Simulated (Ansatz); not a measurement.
# Ba2SeO (ordered alloy on rocksalt lattice): from bands to localised orbitals, part 1 of 2

Where do the localised orbitals of Ba2SeO (ordered alloy on rocksalt lattice) sit, how far are they spread, and how do the settings change that? Plan: PBE, anion s p, 4×4×4; PBE, anion s p, 4×4×2; PBE, anion s p, 6×6×4; PBE, anion p, 4×4×4; r2SCAN, anion s p, 4×4×4; r2SCAN, anion p, 4×4×4; HSE06, anion s p, 4×4×4 (level, trial orbitals, Wannier mesh).

Program: Ansatz 0.2.0. Level of theory: plane waves, PAW. These are calculated values, not measurements.

1 further run of the same task is left out (it didn't finish).

**1. Starting point**

It takes space group P4/mmm (No. 123, tetragonal). The conventional cell has a = 4.401 Å, b = 4.401 Å, c = 6.235 Å, α = 90.00°, β = 90.00°, γ = 90.00°. Around O (site symmetry 4/mmm) lie 6 Ba at 3.11 to 3.12 Å. Ba (site symmetry 4/mmm) is surrounded by 4 Se at 3.11 Å and 2 O at 3.12 Å. Around Se (site symmetry 4/mmm) lie 6 Ba at 3.11 to 3.12 Å. Ba (site symmetry 4/mmm) has 4 O at 3.11 Å and 2 Se at 3.12 Å as nearest neighbours.

Coordinates:

```cif
data_structure
_symmetry_space_group_name_H-M 'P4/mmm'
_symmetry_Int_Tables_number 123
_cell_length_a 4.4011
_cell_length_b 4.4011
_cell_length_c 6.2351
_cell_angle_alpha 90.000
_cell_angle_beta 90.000
_cell_angle_gamma 90.000
_cell_volume 120.77
loop_
_atom_site_label
_atom_site_type_symbol
_atom_site_symmetry_multiplicity
_atom_site_Wyckoff_symbol
_atom_site_fract_x
_atom_site_fract_y
_atom_site_fract_z
_atom_site_occupancy
O1 O 1 a 0.00000 0.00000 0.00000 1
Ba1 Ba 1 b 0.00000 0.00000 0.50000 1
Se1 Se 1 d 0.50000 0.50000 0.50000 1
Ba2 Ba 1 c 0.50000 0.50000 0.00000 1
```

Cell and atoms come from an earlier r2SCAN relaxation. No run includes spin-orbit coupling, which matters for Ba.

**2. PBE, anion s p, 4×4×4**

input.yaml

```yaml
crystal:
  lattice:
    - [4.4010517901, 0.0, 0.0]
    - [0.0, 4.4010517901, 0.0]
    - [0.0, 0.0, 6.2351468622]
  atoms:
    - { symbol: O, position: [0.0, 0.0, 0.0] }
    - { symbol: Ba, position: [0.0, 0.0, 0.5] }
    - { symbol: Se, position: [0.5, 0.5, 0.5] }
    - { symbol: Ba, position: [0.5, 0.5, 0.0] }
kpoints:
  mp_grid: { grid: [4, 4, 4] }
  band_path:
    path:
      - [[0.0, 0.0, 0.0], [3.765053147999e-51, 0.5, 0.0], [0.5, 0.5, 0.0], [0.0, 0.0, 0.0], [0.0, 0.0, 0.5], [3.765053147999e-51, 0.5, 0.5], [0.5, 0.5, 0.5], [0.0, 0.0, 0.5]]
      - [[3.765053147999e-51, 0.5, 0.0], [3.765053147999e-51, 0.5, 0.5]]
      - [[0.5, 0.5, 0.0], [0.5, 0.5, 0.5]]
    npoints: 10
hamiltonian:
  xc: pbe
scf:
  occupations: { method: fixed }
  n_extra_bands: 6
output:
  forces: false
  stress: false
  eigenvalues: true
  wannier:
    kmesh: [4, 4, 4]
    projections:
      - { species: O, l: s, shell: 2 }
      - { species: O, l: p, shell: 2 }
      - { species: Se, l: s, shell: 4 }
      - { species: Se, l: p, shell: 4 }
    minimise: true
    write_hr: true
    conv_tol: 1.0e-08
    max_iter: 3000
```

On the command line:

```
> ansatz run input.yaml --threads 4 --pin off --max-ram 3686MiB --backend cpu --events-out ev --progress --plain --runs-dir out
```

Standard output:

```text
Warning: RAYON_NUM_THREADS=4 ignored (pool sized by the plan → 4); use --threads N
scf.n_extra_bands = 6 over 21 filled bands (N_el = 42.0): the run solves 27 bands
Engine: ansatz 0.2.0, x86_64-unknown-linux-gnu
Pseudopotentials: kind: paw
Pseudopotential: O, paw, valence charge 6, recommended cutoff 420 eV (normal), O.paw.azcp
Pseudopotential: Ba, paw, valence charge 10, recommended cutoff 420 eV (normal), Ba.paw.azcp
Pseudopotential: Se, paw, valence charge 16, recommended cutoff 420 eV (normal), Se.paw.azcp
Functional definition: PBE
  parameter kappa = 0.804
  parameter beta = 0.06672455060314922
  exchange = pbe_x(kappa = kappa, mu = beta*pi^2/3)
  correlation = pbe_c(beta = beta)
Crystal: 4 atoms, lattice volume = 120.770 Å³
Basis set: ecut = 420 eV, 2405 PW (Γ)
Bands: 27, of which v1, the nominal top of the filled ones, is band 21 counted from 1 (20 counted from 0)
Symmetry: 16 space group operations
Space group: P4/mmm (ITA 123), of the structure as read, at distance tolerance 4.9e-5 Å
k-points: 18 of 64
Non-local potential: O, projectors of the file, l = 0: 2, l = 1: 2, l = 2: 1
Non-local potential: Ba, projectors of the file, l = 0: 3, l = 1: 2, l = 2: 2, l = 3: 2
Non-local potential: Se, projectors of the file, l = 0: 2, l = 1: 2, l = 2: 3, l = 3: 1
PAW form: soft (Blöchl's): semilocal exchange-correlation on the pseudo side does not see the compensation charge
PAW one-centre angular grid: O, 110 points (default); XC on 64 Gauss nodes
PAW one-centre angular grid: Ba, 194 points (default); XC on 64 Gauss nodes
PAW one-centre angular grid: Se, 590 points (default); XC on 64 Gauss nodes
Initial density: superposition of atomic densities (neutral atoms: chi_scale 0, normalization atom), corrected by the library's trained network
Initial wavefunctions: pseudopotential atomic-orbital guess
Functional: x = pbe(κ = 0.804, μ = 0.2195149727645171), c = pbe(β = 0.06672455060314922)
SCF iter   1: F=—  HF=-17941.128982 eV  |F-HF|=—  |Δ(HF+E_count)|=         —  Δρ=1.21e-3  dr2=2.08e-3  ethr=1.77e-3  ⟨swp⟩=5.4  Hψ=2010  notcnv=0  defer=60
preconditioner: auto → Resta (q_TF=auto, 2.288 Å⁻¹)  ε∞=3.3  [insulator: Δε(μ)=1.471 eV  Ē_g=11.674 eV  n_scr=28 (ndim 8)  ℏωp=17.9 eV  f_vac=0.016  ε∞_Penn≈3.3]
SCF iter   2: F=—  HF=-17941.127273 eV  |F-HF|=—  |Δ(HF+E_count)|=   1.71e-3  Δρ=6.74e-4  dr2=5.47e-4  ethr=4.95e-6  ⟨swp⟩=2.1  Hψ=1045  notcnv=0  defer=72
SCF iter   3: F=—  HF=-17941.127339 eV  |F-HF|=—  |Δ(HF+E_count)|=   6.60e-5  Δρ=5.09e-4  dr2=3.32e-4  ethr=1.30e-6  ⟨swp⟩=2.1  Hψ=756  notcnv=0  defer=72
SCF iter   4: F=—  HF=-17941.127327 eV  |F-HF|=—  |Δ(HF+E_count)|=   1.20e-5  Δρ=1.24e-4  dr2=1.66e-5  ethr=7.92e-7  ⟨swp⟩=2.0  Hψ=719  notcnv=0  defer=54
SCF iter   5: F=—  HF=-17941.127334 eV  |F-HF|=—  |Δ(HF+E_count)|=   6.56e-6  Δρ=4.21e-5  dr2=2.73e-6  ethr=3.96e-8  ⟨swp⟩=2.0  Hψ=840  notcnv=0  defer=39
SCF iter   6: F=—  HF=-17941.127334 eV  |F-HF|=—  |Δ(HF+E_count)|=   1.48e-7  Δρ=1.33e-5  dr2=2.47e-7  ethr=6.50e-9  ⟨swp⟩=2.0  Hψ=839  notcnv=0  defer=40
SCF iter   7: F=-17941.127334 eV  HF=-17941.127334 eV  |F-HF|=4.94e-8  |Δ(HF+E_count)|=   1.33e-7  Δρ=4.85e-6  dr2=2.67e-8  ethr=2.38e-10  ⟨swp⟩=12.2  Hψ=2712  notcnv=0
SCF 1 converged in 7 iterations: F = -17941.127334 eV  dr2 = 2.67e-8
NSCF: frozen V_eff on 93 k-points
NSCF: frozen V_eff on 22 k-points
the Wannier pass solved 22 of the 64 points of its mesh, and has the states at the others by symmetry: states obtained by the crystal's operations at points that were solved too leave a residual of 2.47e-13 eV (read by the count's bands and the next), within 6.67e-6 eV
SCF converged after 7 iterations
Free energy (F): -17941.127334 eV
Harris-Foulkes:  -17941.127334 eV  (|F-HF|=4.94e-8)
Internal energy: -17941.127334 eV  (E = F + TS)
E sigma→0 (E₀):  -17941.127334 eV
Fermi energy:    6.981538 eV
--- Per-component energies (eV) ---
  E_band       = -477.836116
  E_kinetic    = 630.828123
  E_local      = -3825.606002  (includes V_loc(G=0)·N_el)
  E_nonlocal   = -435.404776
  E_hartree    = 1752.275215
  E_xc         = -517.139157
  E_vxc        = -467.313182  (∫ρ·V_xc dr)
  E_paw        = -12518.790292  (= ΣΔE_a)
  E_vpaw       = 115.106515  (= ΣTr[D̂ρ^β])
  E_aug_tail   = 0.001705  (compensation charges beyond the density's cutoff)
  E_ewald      = -3027.292151
  E_smearing   = -0.000000  (= −TS)
  E_closure    = 0.000000  (closes the sum)
  Σ components = -17941.127334   (vs F -17941.127334, Δ=0.00e0)
--- Band table (eV; the first three rows and the last of 18) ---
  k-point 0: bands = ["-39.0145", "-39.0142", "-39.0089", "-39.0086", "-39.0086", "-19.5768", "-19.4751", "-7.4658", "-5.2117", "-4.8375", "-4.8375", "-4.6919", "-4.5342", "-4.5342", "-4.5200", "6.0781", "6.3162", "6.3162", "6.9315", "6.9815", "6.9815", "8.4578", "9.4818", "10.5507", "10.5507", "10.8350", "11.4279"]
  k-point 1: bands = ["-39.0145", "-39.0142", "-39.0089", "-39.0086", "-39.0086", "-19.5678", "-19.4838", "-7.5009", "-5.5716", "-4.8143", "-4.8143", "-4.6321", "-4.5583", "-4.5583", "-4.0036", "5.3534", "6.2534", "6.2534", "6.5675", "6.9537", "6.9537", "8.5802", "10.0277", "10.4355", "11.0391", "11.0391", "11.4803"]
  k-point 2: bands = ["-39.0145", "-39.0142", "-39.0089", "-39.0086", "-39.0086", "-19.5563", "-19.4949", "-7.5343", "-5.7824", "-4.7855", "-4.7855", "-4.5880", "-4.5880", "-4.5566", "-3.6411", "4.7439", "6.1944", "6.1944", "6.2926", "6.9280", "6.9280", "8.7454", "10.0538", "10.5894", "11.2942", "11.5391", "11.9469"]
  k-point 17: bands = ["-39.0146", "-39.0142", "-39.0087", "-39.0086", "-39.0086", "-19.5223", "-19.4465", "-7.5330", "-5.7261", "-5.1377", "-5.1377", "-4.8375", "-4.8375", "-4.4763", "-3.6098", "4.9271", "5.9072", "5.9072", "6.4140", "6.7752", "6.7752", "10.1898", "10.1898", "11.3157", "11.3157", "12.1416", "13.0381"]
Wannier search: line search 1 of at most 3000: gauge-dependent spread (as the search counts it) 3.1132434 Å², largest recent change 5.6e-2 Å² and fall left 1.4e-4 Å² against conv_tol 1.0e-8 Å², 0 stops escaped
```

It took 1.5 s on 4 threads of AMD EPYC 9R45 (Zen 5), shared host; peak memory 0.47 GiB.

wannier.win names the bands that the functions span: 8, 16-21, combinations of 9-15 (counted from 1; 21 are filled). Combinations are drawn from entangled bands, so such a model needn't follow any one band.

The head of wannier.spreads.toml:

```toml
omega_i_ang2 = 13.546048100845553
omega_d_ang2 = 0.003570878001010127
omega_od_ang2 = 1.638522985908503
omega_total_ang2 = 15.188141964755067
least_projectability = 0.8550435236632666
b_vectors_match_mmn = true
n_iter = 50
converged = true
rejected_fitted_steps = 1
```

The functions (centres in Å, on-site energies from the top of the filled bands):

| n | x | y | z | spread (Å²) | on-site (eV) | nearest atoms | distance (Å) |
| --- | --- | --- | --- | --- | --- | --- | --- |
| 1 | 0.207 | 0.199 | -0.140 | 1.338 | -4.075 | O1 | 0.32 |
| 2 | 0.023 | 0.024 | 0.316 | 1.370 | -3.929 | O1 | 0.32 |
| 3 | -0.296 | 0.072 | -0.087 | 1.343 | -3.911 | O1 | 0.32 |
| 4 | 0.062 | -0.298 | -0.085 | 1.344 | -3.900 | O1 | 0.32 |
| 5 | 1.806 | 2.566 | 3.324 | 2.434 | -4.018 | Se3 | 0.58 |
| 6 | 2.183 | 2.222 | 2.573 | 2.487 | -3.761 | Se3 | 0.55 |
| 7 | 2.733 | 2.350 | 3.283 | 2.436 | -3.961 | Se3 | 0.58 |
| 8 | 2.087 | 1.657 | 3.277 | 2.436 | -3.952 | Se3 | 0.58 |

The largest hoppings ⟨m, 0|H|n, R⟩, one of each Hermitian pair (signs follow the phases of the functions):

| m | n | R | distance (Å) | t (eV) |
| --- | --- | --- | --- | --- |
| 1 | 2 | 0 0 0 | 0.52 | -3.579 |
| 1 | 3 | 0 0 0 | 0.52 | 3.572 |
| 1 | 4 | 0 0 0 | 0.52 | 3.566 |
| 2 | 3 | 0 0 0 | 0.52 | 3.498 |
| 2 | 4 | 0 0 0 | 0.52 | 3.493 |
| 3 | 4 | 0 0 0 | 0.52 | -3.485 |
| 5 | 7 | 0 0 0 | 0.95 | -2.349 |
| 5 | 8 | 0 0 0 | 0.95 | 2.345 |

Interpolated bands at the corners of the path, eV from the top of the filled bands:

| point | e1 | e2 | e3 | e4 | e5 | e6 | e7 | e8 |
| --- | --- | --- | --- | --- | --- | --- | --- | --- |
| Γ | -14.45 | -11.67 | -0.90 | -0.67 | -0.67 | -0.05 | 0.00 | 0.00 |
| X | -14.59 | -10.57 | -2.60 | -1.92 | -1.11 | -0.88 | -0.51 | -0.22 |
| M | -14.45 | -11.64 | -0.91 | -0.91 | -0.72 | -0.07 | -0.07 | -0.02 |
| Γ | -14.45 | -11.67 | -0.90 | -0.67 | -0.67 | -0.05 | 0.00 | 0.00 |
| Z | -14.52 | -11.04 | -2.24 | -0.79 | -0.79 | -0.69 | -0.05 | -0.05 |
| R | -14.65 | -10.15 | -2.78 | -2.46 | -2.03 | -0.86 | -0.70 | -0.57 |
| A | -14.51 | -11.03 | -2.05 | -1.07 | -1.07 | -0.57 | -0.21 | -0.21 |
| Z | -14.52 | -11.04 | -2.24 | -0.79 | -0.79 | -0.69 | -0.05 | -0.05 |
| X | -14.59 | -10.57 | -2.60 | -1.92 | -1.11 | -0.88 | -0.51 | -0.22 |
| R | -14.65 | -10.15 | -2.78 | -2.46 | -2.03 | -0.86 | -0.70 | -0.57 |
| M | -14.45 | -11.64 | -0.91 | -0.91 | -0.72 | -0.07 | -0.07 | -0.02 |
| A | -14.51 | -11.03 | -2.05 | -1.07 | -1.07 | -0.57 | -0.21 | -0.21 |

Along the path each interpolated band stays within 0.00, 0.49, 0.04, 0.04, 0.02, 0.02, 0.01, 0.01 eV of the nearest computed level, from the lowest band up.

**3. PBE, anion s p, 4×4×2**

Changes to input.yaml since step 2:

```diff
@@ -28,3 +28,3 @@
   wannier:
-    kmesh: [4, 4, 4]
+    kmesh: [4, 4, 2]
     projections:
```

On the command line:

```
> ansatz run input.yaml --threads 4 --pin off --max-ram 3686MiB --backend cpu --events-out ev --progress --plain --runs-dir out
```

Standard output (excerpt; [...] marks lines left out):

```text
Warning: RAYON_NUM_THREADS=4 ignored (pool sized by the plan → 4); use --threads N
scf.n_extra_bands = 6 over 21 filled bands (N_el = 42.0): the run solves 27 bands
[...]
[... 5 set-up lines as earlier in the session ...]
[...]
Crystal: 4 atoms, lattice volume = 120.770 Å³
Basis set: ecut = 420 eV, 2405 PW (Γ)
Bands: 27, of which v1, the nominal top of the filled ones, is band 21 counted from 1 (20 counted from 0)
[... 2 set-up lines as earlier in the session ...]
k-points: 18 of 64
[...]
SCF iter   1: F=—  HF=-17941.128982 eV  |F-HF|=—  |Δ(HF+E_count)|=         —  Δρ=1.21e-3  dr2=2.08e-3  ethr=1.77e-3  ⟨swp⟩=5.4  Hψ=2010  notcnv=0  defer=60
[...]
SCF iter   7: F=-17941.127334 eV  HF=-17941.127334 eV  |F-HF|=4.94e-8  |Δ(HF+E_count)|=   1.33e-7  Δρ=4.85e-6  dr2=2.67e-8  ethr=2.38e-10  ⟨swp⟩=12.2  Hψ=2712  notcnv=0
[...]
NSCF: frozen V_eff on 93 k-points
NSCF: frozen V_eff on 15 k-points
the Wannier pass solved 15 of the 32 points of its mesh, and has the states at the others by symmetry: states obtained by the crystal's operations at points that were solved too leave a residual of 2.52e-13 eV (read by the count's bands and the next), within 1.67e-5 eV
SCF converged after 7 iterations
Free energy (F): -17941.127334 eV
[...]
E sigma→0 (E₀):  -17941.127334 eV
Fermi energy:    6.981538 eV
[...]
--- Band table (eV; the first three rows and the last of 18) ---
[... band rows left out ...]
[...]
Wannier search: line search 1 of at most 3000: gauge-dependent spread (as the search counts it) 2.9784009 Å², largest recent change 4.5e-2 Å² and fall left 1.8e-4 Å² against conv_tol 1.0e-8 Å², 0 stops escaped
```

It took 1.3 s on 4 threads of AMD EPYC 9R45 (Zen 5), shared host; peak memory 0.49 GiB.

wannier.win names the bands that the functions span: 8, 16-21, combinations of 9-15 (counted from 1; 21 are filled). Combinations are drawn from entangled bands, so such a model needn't follow any one band.

The head of wannier.spreads.toml:

```toml
omega_i_ang2 = 12.570286903980929
omega_d_ang2 = 0.0037918646376349095
omega_od_ang2 = 1.5761939824905076
omega_total_ang2 = 14.150272751109071
least_projectability = 0.8550435234921161
b_vectors_match_mmn = true
n_iter = 46
converged = true
rejected_fitted_steps = 1
```

The functions (centres in Å, on-site energies from the top of the filled bands):

| n | x | y | z | spread (Å²) | on-site (eV) | nearest atoms | distance (Å) |
| --- | --- | --- | --- | --- | --- | --- | --- |
| 1 | -0.200 | 0.214 | -0.135 | 1.283 | -4.087 | O1 | 0.32 |
| 2 | -0.016 | 0.014 | 0.342 | 1.220 | -3.883 | O1 | 0.34 |
| 3 | 0.297 | 0.062 | -0.095 | 1.299 | -3.908 | O1 | 0.32 |
| 4 | -0.078 | -0.293 | -0.098 | 1.298 | -3.927 | O1 | 0.32 |
| 5 | 1.858 | 2.659 | 3.269 | 2.269 | -4.242 | Se3 | 0.59 |
| 6 | 2.195 | 2.203 | 2.639 | 2.235 | -3.024 | Se3 | 0.48 |
| 7 | 2.774 | 2.269 | 3.254 | 2.275 | -4.195 | Se3 | 0.59 |
| 8 | 1.983 | 1.668 | 3.262 | 2.272 | -4.220 | Se3 | 0.59 |

Along the path each interpolated band stays within 0.00, 0.49, 0.07, 0.04, 0.06, 0.04, 0.02, 0.03 eV of the nearest computed level, from the lowest band up.

**4. PBE, anion s p, 6×6×4**

Changes to input.yaml since step 3:

```diff
@@ -28,3 +28,3 @@
   wannier:
-    kmesh: [4, 4, 2]
+    kmesh: [6, 6, 4]
     projections:
```

On the command line:

```
> ansatz run input.yaml --threads 4 --pin off --max-ram 3686MiB --backend cpu --events-out ev --progress --plain --runs-dir out
```

Standard output (excerpt; [...] marks lines left out):

```text
Warning: RAYON_NUM_THREADS=4 ignored (pool sized by the plan → 4); use --threads N
scf.n_extra_bands = 6 over 21 filled bands (N_el = 42.0): the run solves 27 bands
[...]
[... 5 set-up lines as earlier in the session ...]
[...]
Crystal: 4 atoms, lattice volume = 120.770 Å³
Basis set: ecut = 420 eV, 2405 PW (Γ)
Bands: 27, of which v1, the nominal top of the filled ones, is band 21 counted from 1 (20 counted from 0)
[... 2 set-up lines as earlier in the session ...]
k-points: 18 of 64
[...]
SCF iter   1: F=—  HF=-17941.128982 eV  |F-HF|=—  |Δ(HF+E_count)|=         —  Δρ=1.21e-3  dr2=2.08e-3  ethr=1.77e-3  ⟨swp⟩=5.4  Hψ=2010  notcnv=0  defer=60
[...]
SCF iter   7: F=-17941.127334 eV  HF=-17941.127334 eV  |F-HF|=4.94e-8  |Δ(HF+E_count)|=   1.33e-7  Δρ=4.85e-6  dr2=2.67e-8  ethr=2.38e-10  ⟨swp⟩=12.2  Hψ=2712  notcnv=0
[...]
NSCF: frozen V_eff on 93 k-points
NSCF: frozen V_eff on 34 k-points
the Wannier pass solved 34 of the 144 points of its mesh, and has the states at the others by symmetry: states obtained by the crystal's operations at points that were solved too leave a residual of 2.20e-13 eV (read by the count's bands and the next), within 6.67e-6 eV
SCF converged after 7 iterations
Free energy (F): -17941.127334 eV
[...]
E sigma→0 (E₀):  -17941.127334 eV
Fermi energy:    6.981538 eV
[...]
--- Band table (eV; the first three rows and the last of 18) ---
[... band rows left out ...]
[...]
Wannier search: line search 1 of at most 3000: gauge-dependent spread (as the search counts it) 3.2010760 Å², largest recent change 7.0e-2 Å² and fall left 1.2e-4 Å² against conv_tol 1.0e-8 Å², 0 stops escaped
```

Wall time 1.9 s (4 threads of AMD EPYC 9R45 (Zen 5), shared host); peak memory 0.51 GiB.

wannier.win names the bands that the functions span: 8, 16-21, combinations of 9-15 (counted from 1; 21 are filled). Combinations are drawn from entangled bands, so such a model needn't follow any one band.

The head of wannier.spreads.toml:

```toml
omega_i_ang2 = 14.220801302077803
omega_d_ang2 = 0.0036906689625808577
omega_od_ang2 = 1.6644074375580034
omega_total_ang2 = 15.888899408598387
least_projectability = 0.8550435234307476
b_vectors_match_mmn = true
n_iter = 44
converged = true
rejected_fitted_steps = 1
```

The functions (centres in Å, on-site energies from the top of the filled bands):

| n | x | y | z | spread (Å²) | on-site (eV) | nearest atoms | distance (Å) |
| --- | --- | --- | --- | --- | --- | --- | --- |
| 1 | 0.279 | -0.097 | 0.100 | 1.389 | -3.960 | O1 | 0.31 |
| 2 | -0.224 | -0.181 | 0.122 | 1.386 | -4.014 | O1 | 0.31 |
| 3 | -0.010 | -0.015 | -0.317 | 1.389 | -3.911 | O1 | 0.32 |
| 4 | -0.044 | 0.295 | 0.090 | 1.391 | -3.931 | O1 | 0.31 |
| 5 | 1.751 | 1.892 | 2.934 | 2.584 | -4.027 | Se3 | 0.57 |
| 6 | 2.197 | 2.189 | 3.651 | 2.580 | -3.638 | Se3 | 0.53 |
| 7 | 2.699 | 1.973 | 2.942 | 2.585 | -4.019 | Se3 | 0.58 |
| 8 | 2.156 | 2.752 | 2.956 | 2.586 | -4.005 | Se3 | 0.58 |

Along the path each interpolated band stays within 0.00, 0.49, 0.01, 0.01, 0.01, 0.01, 0.00, 0.00 eV of the nearest computed level, from the lowest band up.

(Continued in part 2 of 2.)
